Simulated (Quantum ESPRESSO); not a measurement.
Runs of Quantum ESPRESSO 7.5 on NbSi. The structure is cubic, space group Fm-3m (No. 225). Conventional cell: a = 5.148 Å, b = 5.148 Å, c = 5.148 Å, α = 90.00°, β = 90.00°, γ = 90.00°. Nb (site symmetry m-3m) has 6 Si at 2.57 Å as nearest neighbours. Around Si (site symmetry m-3m) lie 6 Nb at 2.57 Å. The cell was built by a generator and needn't be a form met in nature.

```tsv
task	level	potentials or basis	U	cell	k mesh	cutoff (eV)	smearing	hubbard projectors	mixing beta	dos occupations	gap on the mesh (eV)	pressure (GPa)
projected density of states	PBE+U	SSSP 1.3 efficiency PBE	Nb d U = 4 eV	as given	9 × 9 × 9	748	fermi-dirac 0.05 eV	ortho-atomic	0.3	tetrahedra_opt	none	(b)
projected density of states	PBE+U	SSSP 1.3 efficiency PBE	Nb d U = 3 eV	as given	9 × 9 × 9	748	fermi-dirac 0.05 eV	ortho-atomic	0.3	tetrahedra_opt	none	1.0
projected density of states	PBE+U	SSSP 1.3 efficiency PBE	Nb d U = 6 eV	as given	9 × 9 × 9	748	fermi-dirac 0.05 eV	ortho-atomic	0.3	tetrahedra_opt	none	3.7
phonons	vdW-DF-cx	GBRV 1.5 PBE	-	relaxed	6 × 6 × 6	612	cold 0.2 eV	-	0.5	-	none	0.0
phonons	PBE	GBRV 1.5 PBE	-	relaxed	6 × 6 × 6	612	cold 0.2 eV	-	0.5	-	none	0.0
phonons	revPBE	GBRV 1.5 PBE	-	relaxed	6 × 6 × 6	612	cold 0.2 eV	-	0.5	-	none	0.0
projected density of states	PBE+U	SSSP 1.3 efficiency PBE	Nb d U = 8 eV	as given	9 × 9 × 9	748	fermi-dirac 0.05 eV	ortho-atomic	0.3	tetrahedra_opt	none	9.4
projected density of states	PBE+U	SSSP 1.3 efficiency PBE	Nb d U = 2 eV	as given	9 × 9 × 9	748	fermi-dirac 0.05 eV	ortho-atomic	0.3	tetrahedra_opt	none	(a)
```

Alike in all rows: no spin polarisation.

**Question.** Estimate the missing entries.

**Answer.** (a) 0.6; (b) 1.6.

Caveats: U without spin polarisation on a metal has little footing (some runs); the U is typed as a test and isn't derived for this compound (some runs); the mesh is thin for the phonons of a metal (some runs); the potentials were made for another functional, which shifts forces and pressure (some runs).

A k mesh can miss the band edges, and the runs leave out spin-orbit coupling on Nb.

A gap of «none» marks a metal or a gap under the smearing width.

Not every run made on this cell is shown here.
